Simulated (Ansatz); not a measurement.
# GaH3Se: a ladder of functionals and wavefunction methods

Aim: compute GaH3Se with functionals from several rungs and with coupled cluster, and see how far each lands from CCSD(T) at the basis-set limit for the atomisation energy.

Method: functionals in def2-TZVPP, the program's frozen cores in correlated methods; program: Ansatz 0.2.0, Gaussian basis.

Levels to be run: LDA (SPW92), PBE-D4, revPBE-D4, BLYP-D4, r2SCAN-D4, B97M-V, PBE0-D4, B3LYP-D4, r2SCANh-D4, r2SCAN0-D4, HSE06-D4, BHLYP-D4, CAM-B3LYP-D4, LC-ωPBE, ωB97X-V, ωB97M-V, B2PLYP, PBE-QIDH; CCSD(T)/def2-SVP; CCSD(T)/def2-TZVPP; MP2/def2-QZVPP; extrapolation to the limit; RPA on PBE.

## 1. Structure used throughout

All runs share one geometry, relaxed beforehand with PBE0-D4 in a triple-zeta def2 set.

SMILES `[GaH2][SeH]`, 5 atoms, charge 0, spin multiplicity 1.

Atoms are counted from 1 here; the program's logs count them from 0.

Bond lengths: Ga1–Se2 2.322 Å, Ga1–H3 1.560 Å, Ga1–H4 1.560 Å, Se2–H5 1.468 Å. Angles: Se2–Ga1–H3 118.4°, Se2–Ga1–H4 115.1°, H3–Ga1–H4 126.5°, Ga1–Se2–H5 93.6°.

Geometry (Å):

| atom | x (Å) | y (Å) | z (Å) |
| --- | --- | --- | --- |
| Ga1 | -0.4913 | -0.5106 | -0.1765 |
| Se2 | 0.7470 | 1.4391 | -0.4145 |
| H3 | -0.1839 | -1.4404 | 1.0378 |
| H4 | -1.5675 | -0.7503 | -1.2800 |
| H5 | 1.5456 | 1.1886 | 0.7919 |

## 2. LDA

This LDA is Slater exchange with PW92 correlation.

in.yaml reads:

```yaml
crystal:
  periodic: [false, false, false]
  atoms:
    - {symbol: Ga, position_ang: [-0.491318, -0.510643, -0.176533]}
    - {symbol: Se, position_ang: [0.747006, 1.439095, -0.414475]}
    - {symbol: H, position_ang: [-0.183897, -1.440426, 1.037764]}
    - {symbol: H, position_ang: [-1.567471, -0.750269, -1.280032]}
    - {symbol: H, position_ang: [1.545580, 1.188643, 0.791877]}
basis:
  gaussian: {orbitals: def2-TZVPP}
hamiltonian: {xc: lda}
output: {orbitals: {seedname: orbitals}}
```

Further steps of the session: PBE-D4 (GGA); revPBE-D4 (GGA); BLYP-D4 (GGA); r2SCAN-D4 (meta-GGA); B97M-V (meta-GGA); PBE0-D4 (hybrid); B3LYP-D4 (hybrid); r2SCANh-D4 (hybrid); r2SCAN0-D4 (hybrid); HSE06-D4 (hybrid); BHLYP-D4 (hybrid); CAM-B3LYP-D4 (range-separated); LC-ωPBE-D4 (range-separated); ωB97X-V (range-separated); ωB97M-V (range-separated); B2PLYP (double hybrid); PBE-QIDH (double hybrid); CCSD(T) in def2-SVP; CCSD(T) in def2-TZVPP; MP2 in def2-QZVPP; RPA on PBE orbitals.

Q: Predict the results of all the runs planned. Wanted: atomisation energy, CCSD(T)/CBS; farthest beyond LDA; mean size of error, GGA; mean size of error, meta-GGA; mean size of error, hybrid; mean size of error, range-separated; mean size of error, double hybrid; gap, smallest and largest; T1 diagnostic.

As calculated:

| quantity | value |
| --- | --- |
| atomisation energy, CCSD(T)/CBS | 281.0 kcal/mol |
| functionals within 2.8 kcal/mol (1.0 %) | r2SCAN-D4, B97M-V, r2SCANh-D4, ωB97X-V |
| farthest beyond LDA | revPBE-D4 (-12.5 kcal/mol) |
| mean size of error, GGA | 9.7 kcal/mol |
| mean size of error, meta-GGA | 0.5 kcal/mol |
| mean size of error, hybrid | 6.5 kcal/mol |
| mean size of error, range-separated | 5.3 kcal/mol |
| mean size of error, double hybrid | 7.1 kcal/mol |
| gap, smallest and largest | 3.85 eV (LDA (SPW92)), 10.36 eV (LC-ωPBE) |
| T1 diagnostic | 0.0118 |
| triples share of the correlation energy | 3.6 % |

What this shows: LDA overbinds by 34.2 kcal/mol (12 %). PBE-D4 misses by -6.4 kcal/mol. Double hybrids carry the basis error of their MP2 part in triple zeta, and no dispersion term here, so their miss is partly the set-up's. Taken by rung, meta-GGA functionals do best (0.5 kcal/mol on average) and GGA ones worst beyond LDA (9.7 kcal/mol). The reference freezes the cores and leaves out relativity and excitations past (T), and its outer-core shells are covered unevenly, so misses under about 2.8 kcal/mol can't be ranked. All levels share the lack of spin-orbit coupling, which lowers the free heavy atoms and so the true binding. Hartree-Fock recovers 71 % of the binding; the rest is correlation. CCSD(T) in def2-SVP is off by -20.2 kcal/mol, so the small basis spoils what the method gains. Orbital gaps span 3.8 to 10.4 eV; exact exchange widens them. Correlated methods include outer-core shells of Ga, Se, which these sets cover unevenly.
